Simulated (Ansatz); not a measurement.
What does this script print? It uses the Ansatz DFT code, driven from Python.

The script reads `rbbh4.extxyz`:
```text
6
Lattice="0.0 3.45324022 3.45324022 3.45324022 0.0 3.45324022 3.45324022 3.45324022 0.0" Properties=species:S:1:pos:R:3 pbc="T T T"
Rb    0.00000000    0.00000000    0.00000000
B     3.45324022    3.45324022    3.45324022
H     4.16056880    4.16056880    4.16056880
H     4.16056880    2.74591164    2.74591164
H     2.74591164    2.74591164    4.16056880
H     2.74591164    4.16056880    2.74591164
```

Script `fatbands_rbbh4.py`:
```python
from pathlib import Path
import sys

import ansatz as az
import pandas as pd


def main() -> None:
    crystal = az.Crystal.from_extxyz("rbbh4.extxyz")

    points = {"K": (-0.375, 0.0, 0.375), "G": (0.0, 0.0, 0.0), "L": (0.0, 0.0, 0.5), "W": (-0.5, -0.25, 0.25), "X": (-0.5, -0.5, 0.0)}
    calc = (
        crystal.calculation()
        .occupations("fixed")
        .functional(az.Functional.PBESOL)
        .basis(450)
        .kpoints(5)
        .band_structure(list(points.values()), intervals=1)
        .fat_bands()
    )
    try:
        outcome = calc.run(threads=1)
    except az.NonConvergedError as error:
        sys.exit(f"no convergence: {error}")
    except az.RefusalError as error:
        sys.exit(f"input refused: {error}")
    summary = outcome.report
    file = Path(outcome.write_results("results")) / "fatbands.tsv"
    names = file.read_text().splitlines()[0].lstrip("# ").split("\t")
    table = pd.read_csv(file, sep="\t", comment="#", names=names)
    near = table[table.e_minus_ef.abs() < 3]
    for ik, label in enumerate(points):
        print(label)
        for _, row in near[near.ik == ik].iterrows():
            main = row[names[4:]].astype(float).nlargest(2)
            print(f"   band {int(row.band):3d} {row.e_minus_ef:7.3f} eV  " + ", ".join(f"{k} {v:.2f}" for k, v in main.items()))


if __name__ == "__main__":
    main()
```

```console
$ python fatbands_rbbh4.py
K
   band   5  -0.793 eV  b1_l1_2P 0.44, h3_l0_1S 0.17
   band   6  -0.286 eV  b1_l1_2P 0.50, h3_l0_1S 0.18
   band   7  -0.186 eV  b1_l1_2P 0.50, h2_l0_1S 0.24
G
   band   5  -0.000 eV  b1_l1_2P 0.48, h5_l0_1S 0.36
   band   6  -0.000 eV  b1_l1_2P 0.48, h4_l0_1S 0.25
   band   7  -0.000 eV  b1_l1_2P 0.48, h2_l0_1S 0.24
L
   band   5  -1.104 eV  b1_l1_2P 0.46, h4_l0_1S 0.35
   band   6  -0.256 eV  b1_l1_2P 0.51, h2_l0_1S 0.24
   band   7  -0.256 eV  b1_l1_2P 0.51, h3_l0_1S 0.28
W
   band   5  -0.748 eV  b1_l1_2P 0.43, h2_l0_1S 0.13
   band   6  -0.388 eV  b1_l1_2P 0.51, h2_l0_1S 0.12
   band   7  -0.157 eV  b1_l1_2P 0.50, h2_l0_1S 0.11
X
   band   5  -0.748 eV  b1_l1_2P 0.42, h2_l0_1S 0.13
   band   6  -0.109 eV  b1_l1_2P 0.50, h3_l0_1S 0.15
   band   7  -0.109 eV  b1_l1_2P 0.50, h2_l0_1S 0.15
```

Caveats:
- The Fermi level of a run with fixed occupations marks the highest occupied state on its mesh, not mid-gap.
- The structure comes from a database of computed cells and needn't be a stable or known phase.
- Levels are Kohn-Sham eigenvalues on this mesh, without spin-orbit coupling.
- Energies are less the Fermi level and bands count from 0. Only the largest channels are printed, equivalent atoms hold more, and in degenerate sets the split between sites is arbitrary; shells that the potentials lack have no channel.
- Timing: 2.3 s on 1 thread of AMD EPYC 7B13 (Zen 3), on a shared host, peak memory 0.42 GiB.

(Lines on the test bed's own set-up are left out of the output.)
